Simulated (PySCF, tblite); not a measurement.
# C₃H₈B radical: geometry, infrared bands and EPR parameters

Aim: predict the infrared bands and EPR parameters of C₃H₈B radical (`BCC[CH2]`).

Computed with tblite 0.8.0 and PySCF 2.14.0, with density-fitted response routines of our own, on a single molecule in the gas phase. Atoms count from 0, in the outputs and in this text.

## (1) The molecule as given

12 atoms, charge 0, multiplicity 2; geometry from: force field or distance geometry start.

Bonds of the start (Å): B0–C1 1.60, C1–C2 1.52, C2–C3 1.52, B0–H4 1.17, B0–H5 1.18, C1–H6 1.11, C1–H7 1.12, C2–H8 1.11, C2–H9 1.12, C3–H10 1.11, C3–H11 1.11.

## (2) Optimising the geometry with GFN2-xTB

What the job is given:

```
{"job": {"kind": "relax", "xc": "GFN2-xTB", "basis": "xTB"}, "charge": 0, "multiplicity": 2}
B      1.846900     0.690300    -0.075000
C      0.483000     0.226700     0.617100
C     -0.482500    -0.354000    -0.395900
C     -1.771300    -0.805700     0.276800
H      2.867800     0.204100     0.243200
H      1.809100     1.536500    -0.903100
H      0.034700     1.101000     1.134500
H      0.738400    -0.545700     1.391500
H     -0.026500    -1.225200    -0.913400
H     -0.751300     0.419800    -1.154800
H     -2.448700    -1.293000    -0.457000
H     -2.298500     0.044500     0.754300
```

Run with:

```
> OMP_NUM_THREADS=1 python probes_run.py task.json out
```

One launch serves the whole session: the jobs run in the order shown.

**Question.** This job is followed by: GFN2-xTB harmonic vibrations, gas phase; UKS B3LYP, pcH-1 on B C H, non-relativistic, mean-field spin-orbit, GIAO. What will the session give for the following? strongest single infrared mode (GFN2-xTB); zero-point energy (GFN2-xTB); g(iso) (B3LYP); ⟨S²⟩; largest a(iso) (averaged by class); surface potential, 1st and 99th percentile.

**Answer**, as computed:

```
                                 quantity                 value
strongest single infrared mode (GFN2-xTB)  853 cm⁻¹, 139 km/mol
             zero-point energy (GFN2-xTB)         60.5 kcal/mol
                           g(iso) (B3LYP)               2.00254
                                     ⟨S²⟩    0.754 (exact 0.75)
       largest a(iso) (averaged by class)   13C on C3, 95.8 MHz
    surface potential, 1st and 99th percentile    -0.54 V and 1.54 V
```

**Reading.** The optimisation took 77 steps and gained 0.428 eV; among the close pairs (by a distance rule), C2–C3 changed most, from 1.522 to 1.470 Å. All 30 modes are real, so the xTB geometry is a minimum. The strongest single mode, at 853 cm⁻¹, has its largest shares on H5, B0 and H4 (the list is cut at 3 atoms). GFN2-xTB is a fitted tight-binding method: band positions and strengths are rough. Its intensities can rank the bands wrongly. C3 carries the largest spin population, 1.08 e. The isotropic g lies 0.2 ppt above the free-electron value.
